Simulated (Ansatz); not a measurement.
# BGeH5 (triplet): wave-function methods side by side, cc-pVDZ

The task here is to estimate one member of a computed series from the others.

Computed with Ansatz 0.2.0, Gaussian basis. Level: cc-pVDZ, core rule «outside noble gas», up to 15 orbitals frozen.

Plan: UHF; CCSD(T) on ROHF; CCSD(T) on UHF; BCCD(T) on ROHF; CISD as a restricted active space (open shells left free, so some higher excitations enter); CCSDT(Q) on ROHF; CCSDT(Q) on UHF; CASSCF and NEVPT2, 10 electrons in 10 orbitals.

21 further runs of the same task are left out: 7 that didn't finish, 14 set aside as unsound or not needed. Runs told in other sessions of the task aren't counted.

### The system

The geometry is a PBE0/def2-TZVP stationary point (not a proven minimum). No spin-orbit coupling is included. The filled d shell of Ge may be among the frozen orbitals whatever the setting's name suggests.

7 atoms, charge 0, spin multiplicity 3.

Atoms are counted from 1 here; the program's logs count them from 0.

Bond lengths: Ge1–B2 2.205 Å, Ge1–H3 1.535 Å, Ge1–H4 1.535 Å, Ge1–H5 1.537 Å, B2–H6 1.202 Å, B2–H7 1.202 Å. Angles: B2–Ge1–H3 104.9°, B2–Ge1–H4 104.9°, B2–Ge1–H5 109.6°, H3–Ge1–H4 113.2°, H3–Ge1–H5 111.8°, H4–Ge1–H5 111.8°, Ge1–B2–H6 91.6°, Ge1–B2–H7 91.6°, H6–B2–H7 131.7°.

Coordinates:

```xyz
7

Ge   -0.0092    0.0000    0.3056
B     0.1338    0.0000   -1.8952
H     0.7100   -1.2821    0.7492
H     0.7100    1.2821    0.7492
H    -1.4876    0.0000    0.7272
H    -0.3540   -1.0970   -1.9610
H    -0.3540    1.0970   -1.9610
```

The first run:

The input, in.yaml:

```yaml
crystal:
  periodic: [false, false, false]
  atoms:
    - {symbol: Ge, position_ang: [-0.009150, 0.000000, 0.305594]}
    - {symbol: B, position_ang: [0.133797, 0.000000, -1.895159]}
    - {symbol: H, position_ang: [0.709968, -1.282092, 0.749236]}
    - {symbol: H, position_ang: [0.709968, 1.282092, 0.749236]}
    - {symbol: H, position_ang: [-1.487565, 0.000000, 0.727212]}
    - {symbol: H, position_ang: [-0.354021, -1.096997, -1.961000]}
    - {symbol: H, position_ang: [-0.354021, 1.096997, -1.961000]}
basis:
  gaussian: {orbitals: cc-pVDZ}
magnetization: {spin_polarized: true, initial_magnetization: 2}
hamiltonian: {xc: hf}
output: {orbitals: {seedname: orbitals}}
```

Run with:

```console
> ansatz run in.yaml --threads 1 --pin off --events-out ev --progress --plain --max-ram 2393MiB
```

Steps of the session up to this table: UHF; CCSD(T) on ROHF; CCSD(T) on UHF; BCCD(T) on ROHF; CISD as a restricted active space (open shells left free, so some higher excitations enter); CCSDT(Q) on ROHF; CCSDT(Q) on UHF; CASSCF and NEVPT2, 10 electrons in 10 orbitals.

One of the session's tables, all rows but one given; the rest of the session is left out.

```
         method  from UCCSDT(Q) (meV)
           ROHF                     ?
            UHF               +6110.8
           RMP2               +1366.3
           UMP2               +1363.8
           CISD                +641.4
          RCCSD                +169.4
          UCCSD                +166.3
       RCCSD(T)                 +37.1
       UCCSD(T)                 +35.3
        BCCD(T)                 +36.7
         RCCSDT                  +6.5
         UCCSDT                  +4.4
      RCCSDT(Q)                  +2.2
      UCCSDT(Q)                     0
CASSCF frontier               +4602.4
NEVPT2 frontier               +1303.6
```

Estimate the missing values for ROHF.

**Answer.** from UCCSDT(Q) (meV): +6202.2. In the column «from UCCSDT(Q) (meV)» it is the highest.

With the free atoms at the same levels and basis (separate runs), the atomisation energy is 15.820 eV at UCCSDT(Q), 15.811 eV at RCCSD(T), 15.803 eV at UCCSD(T), 12.990 eV at ROHF.

Limits of these values: Restricted and unrestricted rows rest on different reference determinants; a gap between their highest levels can come from leftover correlation error, from unlike frozen cores or from another state.
